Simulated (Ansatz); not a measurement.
# BrClFHOSn: one species, many methods

One table from this session's results is given with a row withheld; the runs are named, their logs left out.

Computed with Ansatz 0.2.0, Gaussian basis. Level: functionals in def2-TZVPP, the program's frozen cores in correlated methods.

Plan: LDA (SPW92), PBE-D4, revPBE-D4, BLYP-D4, r2SCAN-D4, B97M-V, PBE0-D4, B3LYP-D4, r2SCANh-D4, r2SCAN0-D4, HSE06-D4, BHLYP-D4, CAM-B3LYP-D4, LC-ωPBE, ωB97X-V, ωB97M-V, B2PLYP, PBE-QIDH; CCSD(T)/def2-SVP; CCSD(T)/def2-TZVPP; MP2/def2-QZVPP; extrapolation to the limit; RPA on PBE.

**Structure used throughout**

An earlier PBE0-D4 in a triple-zeta def2 set relaxation fixed the geometry. Sn takes the def2 core potential; no spin-orbit term is included.

SMILES `[OH][Sn]([F])([Cl])[Br]`, 6 atoms, charge 0, spin multiplicity 1.

Atoms are counted from 1 here; the program's logs count them from 0.

Bond lengths: O1–Sn2 1.929 Å, O1–H6 0.962 Å, Sn2–F3 1.899 Å, Sn2–Cl4 2.277 Å, Sn2–Br5 2.435 Å. Angles: Sn2–O1–H6 113.2°, O1–Sn2–F3 108.2°, O1–Sn2–Cl4 107.9°, O1–Sn2–Br5 112.8°, F3–Sn2–Cl4 107.5°, F3–Sn2–Br5 106.7°, Cl4–Sn2–Br5 113.5°.

The first run:

The input, in.yaml:

```yaml
crystal:
  periodic: [false, false, false]
  atoms:
    - {symbol: O, position_ang: [-0.340264, -0.119302, 1.553300]}
    - {symbol: Sn, position_ang: [0.009764, -0.153976, -0.343680]}
    - {symbol: F, position_ang: [1.767785, -0.820346, -0.609611]}
    - {symbol: Cl, position_ang: [-1.434436, -1.635484, -1.294131]}
    - {symbol: Br, position_ang: [-0.061274, 2.058644, -1.358314]}
    - {symbol: H, position_ang: [0.100525, 0.606365, 2.006135]}
basis:
  gaussian: {orbitals: def2-TZVPP}
hamiltonian: {xc: lda}
output: {orbitals: {seedname: orbitals}}
```

Among the steps run: LDA; PBE-D4 (GGA); revPBE-D4 (GGA); BLYP-D4 (GGA); r2SCAN-D4 (meta-GGA); B97M-V (meta-GGA); PBE0-D4 (hybrid); B3LYP-D4 (hybrid); r2SCANh-D4 (hybrid); r2SCAN0-D4 (hybrid); HSE06-D4 (hybrid); BHLYP-D4 (hybrid); CAM-B3LYP-D4 (range-separated); LC-ωPBE-D4 (range-separated; the results give it without D4); ωB97X-V (range-separated); ωB97M-V (range-separated); B2PLYP (double hybrid); PBE-QIDH (double hybrid).

One of the session's tables, all rows but one given; the rest of the session is left out.

It belongs to the step «Frontier levels by functional». 

| functional | HOMO (eV) | LUMO (eV) | gap (eV) |
| --- | --- | --- | --- |
| LDA (SPW92) | -8.14 | -4.14 | 4.00 |
| PBE-D4 | -7.95 | -3.79 | 4.16 |
| revPBE-D4 | -7.88 | -3.66 | 4.22 |
| BLYP-D4 | -7.78 | -3.74 | 4.04 |
| r2SCAN-D4 | -8.34 | -3.61 | 4.73 |
| B97M-V | -8.39 | -3.50 | 4.89 |
| PBE0-D4 | -9.35 | -2.89 | 6.46 |
| B3LYP-D4 | -9.07 | -3.20 | 5.86 |
| r2SCANh-D4 | -8.85 | -3.28 | 5.57 |
| r2SCAN0-D4 | -9.60 | -2.78 | 6.82 |
| HSE06-D4 | -8.95 | -3.26 | 5.69 |
| BHLYP-D4 | -10.54 | -1.93 | 8.61 |
| CAM-B3LYP-D4 | -10.70 | -1.91 | 8.79 |
| LC-ωPBE | -12.13 | -0.63 | 11.50 |
| ωB97X-V | ? | ? | ? |
| ωB97M-V | -11.59 | -0.85 | 10.74 |

**Question.** Estimate the row for ωB97X-V.

**Answer.** HOMO (eV): -11.74; LUMO (eV): -0.74; gap (eV): 11.00. In the column «HOMO (eV)» it lies between LC-ωPBE (-12.13) and ωB97M-V (-11.59).
